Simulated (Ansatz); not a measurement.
# CH5NO2W: the cost of one run

The runs use Ansatz 0.2.0, Gaussian basis; the settings change from run to run.

## 1. The relaxed structure

The geometry comes from an earlier relaxation with PBE0-D4 in a triple-zeta def2 set; it is a stationary point, not always the lowest conformer. W takes a core potential in def2 sets; no spin-orbit term is included.

SMILES `[CH3][W]([NH2])(=[O])=[O]`, 10 atoms, charge 0, spin multiplicity 1.

Atoms are counted from 1 here; the program's logs count them from 0.

Bond lengths: C1–W2 2.117 Å, C1–H6 1.093 Å, C1–H7 1.093 Å, C1–H8 1.093 Å, W2–N3 1.938 Å, W2–O4 1.708 Å, W2–O5 1.708 Å, N3–H9 1.010 Å, N3–H10 1.010 Å. Angles: W2–C1–H6 109.8°, W2–C1–H7 110.4°, W2–C1–H8 110.4°, H6–C1–H7 108.6°, H6–C1–H8 108.5°, H7–C1–H8 109.2°, C1–W2–N3 108.1°, C1–W2–O4 105.6°, C1–W2–O5 105.6°, N3–W2–O4 112.2°, N3–W2–O5 112.1°, O4–W2–O5 112.7°, W2–N3–H9 123.5°, W2–N3–H10 123.5°, H9–N3–H10 110.8°.

## 2. revPBE0/ANO-RCC-VTZP

This run has D3(BJ) dispersion.

in.yaml reads:

```yaml
crystal:
  periodic: [false, false, false]
  atoms:
    - {symbol: C, position_ang: [-1.528088, -0.299338, 0.173213]}
    - {symbol: W, position_ang: [0.304991, 0.452328, -0.572753]}
    - {symbol: N, position_ang: [1.732733, -0.210894, 0.557535]}
    - {symbol: O, position_ang: [0.424906, -0.133687, -2.172627]}
    - {symbol: O, position_ang: [0.166223, 2.153297, -0.503357]}
    - {symbol: H, position_ang: [-2.354411, 0.061837, -0.444349]}
    - {symbol: H, position_ang: [-1.528527, -1.392227, 0.150230]}
    - {symbol: H, position_ang: [-1.687883, 0.038960, 1.200337]}
    - {symbol: H, position_ang: [2.159378, 0.333823, 1.293574]}
    - {symbol: H, position_ang: [2.310679, -1.004109, 0.318207]}
basis:
  gaussian: {orbitals: ANO-RCC-VTZP}
hamiltonian: {xc: {name: revPBE0}, dispersion: d3bj}
output: {forces: true}
```

Command:

```console
> ansatz run in.yaml --threads 4 --pin off --events-out ev --progress --plain --max-ram 10444MiB
```

**Question.** How long does this run take on 4 threads of Arm Neoverse V2, shared host, and how much memory does it need?

About 22 s, with a peak of 2 GiB.
